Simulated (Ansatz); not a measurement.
# CuO: the cost of one run

Program: Ansatz 0.2.0. Level of theory: DFT LDA+U (U_eff = 8 eV on Cu d), plane waves, PAW. These are calculated values, not measurements.

### Step 1. The structure to begin with

The structure is cubic, space group Pm-3m (No. 221). The conventional cell has a = 2.553 Å, b = 2.553 Å, c = 2.553 Å, α = 90.00°, β = 90.00°, γ = 90.00°. Around Cu (site symmetry m-3m) lie 8 O at 2.21 Å. O (site symmetry m-3m) has 8 Cu at 2.21 Å as nearest neighbours.

As a file:

```xyz
2
Lattice="2.5526 0.0000 0.0000 0.0000 2.5526 0.0000 0.0000 0.0000 2.5526" Properties=species:S:1:pos:R:3 pbc="T T T"
Cu    0.0000    0.0000    0.0000
O     1.2763    1.2763    1.2763
```

### Step 2. Ferromagnetic start, free, symmetry kept, no search

The input, input.yaml:

```yaml
crystal:
  lattice:
    - [2.55255061, 0.0, 0.0]
    - [0.0, 2.55255061, 0.0]
    - [0.0, 0.0, 2.55255061]
  atoms:
    - { symbol: Cu, position: [0.0, 0.0, 0.0], spin: 1.0 }
    - { symbol: O, position: [0.5, 0.5, 0.5] }
basis:
  ecutwfc: 420
  ecutrho_ratio: 4
kpoints:
  mp_grid: { grid: [7, 7, 7] }
hamiltonian:
  xc: lda
  hubbard: { sites: [{ site: 0, l: d, u_eff: 8.0 }] }
scf:
  occupations: { method: gaussian, width: 0.05 }
  lower_state_search: "off"
  max_iter: 150
output:
  forces: true
  stress: true
  eigenvalues: true
  populations: true
  hubbard: { sites: [{ site: 0, l: d }] }
magnetization:
  spin_polarized: true
```

Started as:

```bash
ansatz run input.yaml --threads 2 --pin off --max-ram 3072MiB --backend cpu --events-out ev --progress --plain --runs-dir out
```

What time and memory should one allow on 2 threads of Arm Neoverse V1, shared host?

About 1.4 s, with a peak of 0.27 GiB.
